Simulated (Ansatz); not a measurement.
# CH6BNO: the cost of one run

Program: Ansatz 0.2.0. Level of theory: RKS B3LYP/STO-3G. These are calculated values, not measurements.

**1. The system as given**

Bond lengths: C1–N2 1.401 Å, N2–B3 1.499 Å, B3–O4 1.545 Å, C1–H5 1.159 Å, C1–H6 1.147 Å, C1–H7 1.132 Å, N2–H8 1.054 Å, B3–H9 1.231 Å, O4–H10 0.947 Å. Angles: C1–N2–B3 108.9°, C1–N2–H8 107.7°, B3–N2–H8 105.4°, N2–C1–H5 110.5°, N2–C1–H6 114.0°, N2–C1–H7 114.7°, H5–C1–H6 104.1°, H5–C1–H7 105.7°, H6–C1–H7 107.0°, N2–B3–O4 122.8°, N2–B3–H9 121.7°, O4–B3–H9 115.4°, B3–O4–H10 102.0°.

Coordinates:

```xyz
10

C    -1.1110    0.5252   -0.3562
N    -0.5295   -0.7032   -0.0181
B     0.7147   -0.4479    0.7781
O     1.9391    0.2986    0.2020
H    -2.0843    0.3602   -0.9627
H    -1.4471    1.1467    0.5474
H    -0.4613    1.1970   -0.9957
H    -0.2024   -1.1590   -0.9105
H     0.8439   -0.8646    1.9295
H     2.4210   -0.4041   -0.2109
```

**2. Relaxing the start**

Input file input.yaml:

```yaml
crystal:
  periodic: [false, false, false]
  atoms:
    - { symbol: C, position_ang: [-1.111, 0.5252, -0.3562] }
    - { symbol: "N", position_ang: [-0.5295, -0.7032, -0.0181] }
    - { symbol: B, position_ang: [0.7147, -0.4479, 0.7781] }
    - { symbol: O, position_ang: [1.9391, 0.2986, 0.202] }
    - { symbol: H, position_ang: [-2.0843, 0.3602, -0.9627] }
    - { symbol: H, position_ang: [-1.4471, 1.1467, 0.5474] }
    - { symbol: H, position_ang: [-0.4613, 1.197, -0.9957] }
    - { symbol: H, position_ang: [-0.2024, -1.159, -0.9105] }
    - { symbol: H, position_ang: [0.8439, -0.8646, 1.9295] }
    - { symbol: H, position_ang: [2.421, -0.4041, -0.2109] }
basis:
  gaussian: { orbitals: STO-3G }
hamiltonian:
  xc: b3lyp
relax:
  f_tol: 0.02
  max_steps: 40
scf:
  lower_state_search: "off"
```

Started as:

```sh
$ ansatz run input.yaml --threads 1 --pin off --max-ram 2048MiB --backend cpu --events-out ev --progress --plain --runs-dir out
```

Q: Estimate wall time and peak memory on 1 thread of AMD EPYC 9R45 (Zen 5), shared host.

About 8.7 s, with a peak of 0.15 GiB.
